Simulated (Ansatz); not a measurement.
# TaN, space group P-6m2: a projected density of states

Computed with the Python package of Ansatz (0.2.0).

Run as a notebook:

**Cell 1**
```python
import ansatz as az
import numpy as np
```

**Cell 2**
```python
lattice = az.Lattice.of(
    [2.938, 0.0, 0.0],
    [-1.469, 2.54438, 0.0],
    [0.0, 0.0, 2.883],
)
sites = [
    ('Ta', [1 / 3, 2 / 3, 0.5]),
    ('N', [0.0, 0.0, 0.0]),
]
xtal = az.Crystal(lattice=lattice)
for symbol, position in sites:
    xtal = xtal.atom(symbol, position)
```

**Cell 3**
```python
len(xtal.resolved().sites)
```
Output:
```text
2
```

**Cell 4**
```python
job = xtal.calculation()
job = job.basis(56 * az.Ry)
job = job.kpoints(9, 9, 8, shift=0.5)
job = job.eigensolver('davidson', full_accuracy=True).occupations('Gaussian', width=0.15)
job = job.mixing('broyden').scf(extra_bands=4)
job = job.functional('r2scan', dispersion='d3bjatm')
job = job.density_of_states(projected=True, energy_step=0.05)
result = job.run(threads=1)
r = result.report
```
Output:
```text
DeckWarning: crystal.symmetry: narrowed to the stabiliser of the k-point mesh — unitary ops 12 → 4; excluded 8 operations that carry a point of the 9×9×8 mesh (shift [0.5, 0.5, 0.5]) off the mesh [...]
```

**Cell 5**
```python
r['kweights']
```
Output:
```text
[0.006172839506172839, 0.006172839506172839, 0.006172839506172839, 0.006172839506172839,
 0.012345679012345678, 0.012345679012345678, 0.012345679012345678, 0.012345679012345678,
 0.012345679012345678, 0.012345679012345678, 0.012345679012345678, 0.012345679012345678,
 0.012345679012345678, 0.012345679012345678, 0.012345679012345678, 0.012345679012345678,
 0.012345679012345678, 0.012345679012345678, 0.012345679012345678, 0.012345679012345678,
 0.012345679012345678, 0.012345679012345678, 0.012345679012345678, 0.012345679012345678,
 0.012345679012345678, 0.012345679012345678, 0.012345679012345678, 0.012345679012345678,
 0.012345679012345678, 0.012345679012345678, 0.012345679012345678, 0.012345679012345678,
 0.006172839506172839, 0.006172839506172839, 0.006172839506172839, 0.006172839506172839,
 0.006172839506172839, 0.006172839506172839, 0.006172839506172839, 0.006172839506172839,
 0.012345679012345678, 0.012345679012345678, 0.012345679012345678, 0.012345679012345678,
 0.012345679012345678, 0.012345679012345678, 0.012345679012345678, 0.012345679012345678,
 0.012345679012345678, 0.012345679012345678, 0.012345679012345678, 0.012345679012345678,
 0.012345679012345678, 0.012345679012345678, 0.012345679012345678, 0.012345679012345678,
 0.012345679012345678, 0.012345679012345678, 0.012345679012345678, 0.012345679012345678,
 0.006172839506172839, 0.006172839506172839, 0.006172839506172839, 0.006172839506172839,
 0.006172839506172839, 0.006172839506172839, 0.006172839506172839, 0.006172839506172839,
 0.012345679012345678, 0.012345679012345678, 0.012345679012345678, 0.012345679012345678,
 0.012345679012345678, 0.012345679012345678, 0.012345679012345678, 0.012345679012345678,
 0.012345679012345678, 0.012345679012345678, 0.012345679012345678, 0.012345679012345678,
 0.006172839506172839, 0.006172839506172839, 0.006172839506172839, 0.006172839506172839,
 0.006172839506172839, 0.006172839506172839, 0.006172839506172839, 0.006172839506172839,
 0.012345679012345678, 0.012345679012345678, 0.012345679012345678, 0.012345679012345678,
 0.006172839506172839, 0.006172839506172839, 0.006172839506172839, 0.006172839506172839,
 0.0030864197530864196, 0.0030864197530864196, 0.0030864197530864196, 0.0030864197530864196]
```

**Cell 6**
```python
r['mixing_algorithm'], r['preconditioner'], r['eigensolver']
```
Output:
```text
('Broyden', 'none', 'davidson')
```

**Cell 7**
```python
r['n_electrons']
```
Output:
```text
18.0
```

**Cell 8**
```python
dos = result.density_of_states()
energy = np.asarray(dos.energies_ev) - dos.fermi_ev
curves = {}
for site in result.projected_density_of_states().sites:
    for shell in site.shells:
        weight = sum(np.sum(curve.g_bin_mean_per_ev, axis=0) for curve in shell.curves)
        name = f'{site.species} {shell.label}'
        curves[name] = curves.get(name, 0) + weight

print('E-EF   ' + ' '.join(f'{name:>8s}' for name in curves))
for e in np.arange(-6, 4 + 0.1, 0.5):
    print(f'{e:5.1f}  ' + ' '.join(f'{np.interp(e, energy, g):8.3f}' for g in curves.values()))
```
Output:
```text
E-EF      Ta 5S    Ta 6S    Ta 5P    Ta 5D     N 2S     N 2P
 -6.0     0.002    0.027    0.019    0.289    0.013    0.682
 -5.5     0.001    0.022    0.018    0.491    0.007    1.007
 -5.0     0.001    0.026    0.028    0.458    0.009    1.328
 -4.5     0.001    0.014    0.022    0.478    0.008    1.298
 -4.0     0.000    0.001    0.005    0.090    0.001    0.307
 -3.5     0.000    0.000    0.000    0.000    0.000    0.001
 -3.0     0.000    0.011    0.003    0.306    0.002    0.099
 -2.5     0.000    0.010    0.002    0.354    0.005    0.071
 -2.0     0.001    0.016    0.004    0.542    0.007    0.086
 -1.5     0.002    0.069    0.011    1.061    0.012    0.126
 -1.0     0.001    0.034    0.011    0.749    0.008    0.111
 -0.5     0.000    0.001    0.000    0.088    0.000    0.011
  0.0     0.000    0.000    0.000    0.000    0.000    0.000
  0.5     0.000    0.000    0.000    0.089    0.000    0.001
  1.0     0.000    0.001    0.000    0.139    0.000    0.003
  1.5     0.000    0.005    0.001    0.410    0.010    0.047
  2.0     0.001    0.013    0.001    0.756    0.025    0.141
  2.5     0.002    0.017    0.001    0.846    0.036    0.185
  3.0     0.003    0.019    0.002    1.150    0.076    0.194
  3.5     0.002    0.022    0.003    0.998    0.103    0.158
  4.0     0.003    0.036    0.003    1.066    0.149    0.185
```

What to keep in mind:
- The settings weren't tested for convergence.
- No spin polarisation was allowed.
- An opening on this mesh may only mean that it misses a point where bands touch.
- The crystal has a gap of about 0.25 eV on the mesh; bins of finite width blur the band edges.
- Spin-orbit coupling, which matters for elements this heavy, is left out.
- The structure is a deposited one; some such entries were measured under pressure or heat, so a shift against it needn't be the functional's error alone.
- Warnings are shown shortened and without file and line.
- Curves are summed over the cell's atoms. Only shells that the potentials hold have channels, so projections don't add up to the total, least of all where a shell is missing (p of most metals); heights and places of peaks move with the mesh.
- The computed bands are complete only to about 3.9 eV above the Fermi level; beyond that the density of states is undercounted.
- Wall time of the script: 22 s on 1 thread of Arm Neoverse V2, on a shared host, peak memory 0.43 GiB.
